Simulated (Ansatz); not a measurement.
# RuH (quartet): wave-function methods side by side, def2-QZVPP

An exercise on one series of results from a longer session: the logs are not shown, and one member is left open.

Program: Ansatz 0.2.0, Gaussian basis. Level of theory: def2-QZVPP, core rule «outside noble gas», up to 4 orbitals frozen. These are calculated values, not measurements.

To be run: UHF; ROHF; CCSD(T) on UHF.

### What is computed

The geometry is a PBE0/def2-TZVP stationary point (not a proven minimum). No spin-orbit coupling is included. Elements past krypton take def2 core potentials.

2 atoms, charge 0, spin multiplicity 4.

Atoms are counted from 1 here; the program's logs count them from 0.

Bond lengths: Ru1–H2 1.589 Å.

Set-up of the first run:

in.yaml reads:

```yaml
crystal:
  periodic: [false, false, false]
  atoms:
    - {symbol: Ru, position_ang: [0.000000, 0.000000, 0.000000]}
    - {symbol: H, position_ang: [0.000000, 0.000000, 1.589200]}
basis:
  gaussian: {orbitals: "def2-QZVPP.json"}
magnetization: {spin_polarized: true, initial_magnetization: 3}
hamiltonian: {xc: hf}
output: {orbitals: {seedname: orbitals}}
```

Run with:

```
$ ansatz run in.yaml --threads 1 --pin off --events-out ev --progress --plain --max-ram 2816MiB --backend cpu
```

Among the steps run: UHF; ROHF; CCSD(T) on UHF.

One table of the session follows, with a row left open; its other results are not shown here.

It belongs to the step «Misses and costs». 

```
  method  from UCCSD(T) (kJ/mol)
    ROHF                  +705.6
     UHF                       ?
    UMP2                   +44.7
   UCCSD                   +31.6
UCCSD(T)                       0
```

Q: Estimate the row for UHF from the others.

The run gave: from UCCSD(T) (kJ/mol): +675.5. In the column «from UCCSD(T) (kJ/mol)» it lies between UMP2 (+44.7) and ROHF (+705.6).
